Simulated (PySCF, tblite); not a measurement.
# C₅H₆NO₂S radical: geometry, infrared bands and EPR parameters

Wanted: the infrared bands and EPR parameters of C₅H₆NO₂S radical (`CS(=O)(=O)C/[C]=C/C#N`), by calculation.

The runs use tblite 0.8.0 and PySCF 2.14.0, with density-fitted response routines of our own; the level of theory stands in each step. All values are computed, except where a source is named. Atoms are numbered from 0 throughout.

## 1. The molecule as given

15 atoms, charge 0, multiplicity 2; geometry from: force field or distance geometry start.

Bonds of the start (Å): C0–S1 1.76, S1–O2 1.46, S1–O3 1.45, S1–C4 1.79, C4–C5 1.46, C5–C6 1.30, C6–C7 1.42, C7–N8 1.16, C0–H9 1.11, C0–H10 1.09, C0–H11 1.09, C4–H12 1.09, C4–H13 1.10, C6–H14 1.09.

## 2. Relaxing the molecule with GFN2-xTB

The job: settings as JSON, then the geometry in Å.

```
{"job": {"kind": "relax", "xc": "GFN2-xTB", "basis": "xTB"}, "charge": 0, "multiplicity": 2}
C     -2.573700     0.455000    -0.582700
S     -1.265600     0.054700     0.521600
O     -1.153800     1.125000     1.501200
O     -1.469500    -1.312000     0.955600
C      0.176900     0.102100    -0.531700
C      1.365400    -0.219000     0.252900
C      2.421400    -0.501300     0.962700
C      3.700000    -0.523100     0.348900
N      4.739400    -0.549300    -0.166500
H     -3.521600     0.450600    -0.013500
H     -2.404700     1.450000    -0.996800
H     -2.623100    -0.294100    -1.373400
H      0.236200     1.111600    -0.951000
H      0.028800    -0.625600    -1.342000
H      2.339400    -0.716600     2.025800
```

Command:

```bash
OMP_NUM_THREADS=1 python probes_run.py task.json out
```

One launch serves the whole session: the jobs run in the order shown.

**Question.** This job is followed by: GFN2-xTB harmonic vibrations, gas phase; UKS B3LYP, pcH-1 on C H N O S, non-relativistic, mean-field spin-orbit, GIAO. Predict these results of the whole session: strongest single infrared mode (GFN2-xTB); zero-point energy (GFN2-xTB); g(iso) (B3LYP); ⟨S²⟩; largest a(iso) (averaged by class); potential on the surface of density 0.002 e/bohr³, 1st and 99th percentile.

**Answer**, as computed:

| quantity | value |
| --- | --- |
| strongest single infrared mode (GFN2-xTB) | 1260 cm⁻¹, 501 km/mol |
| zero-point energy (GFN2-xTB) | 61.9 kcal/mol |
| g(iso) (B3LYP) | 2.00261 |
| ⟨S²⟩ | 0.763 (exact 0.75) |
| largest a(iso) (averaged by class) | 13C on C5, 281.6 MHz |
| potential on the surface of density 0.002 e/bohr³, 1st and 99th percentile | -1.81 V and 2.19 V |

**Reading.** The optimisation took 79 steps and gained 0.420 eV; among the close pairs (by a distance rule), S1–C4 changed most, from 1.787 to 1.908 Å. The lowest mode is slightly imaginary (6i cm⁻¹), a soft motion within the noise of the Hessian, so the minimum is not strictly shown. The strongest single mode, at 1260 cm⁻¹, has its largest shares on S1, O3 and O2 (the list is cut at 3 atoms). Unscaled tight-binding wavenumbers are off by several per cent, some by more. Its intensities can rank the bands wrongly. Most of the unpaired spin sits on C5 (0.95 e). The isotropic g lies 0.3 ppt above the free-electron value. These values are for one conformer; the search (at its own cheap level) found 2 more, at 0.00, 2.79 kcal/mol (those within 0.05 may be mirror or relabelled copies), and measured spectra average over such forms.
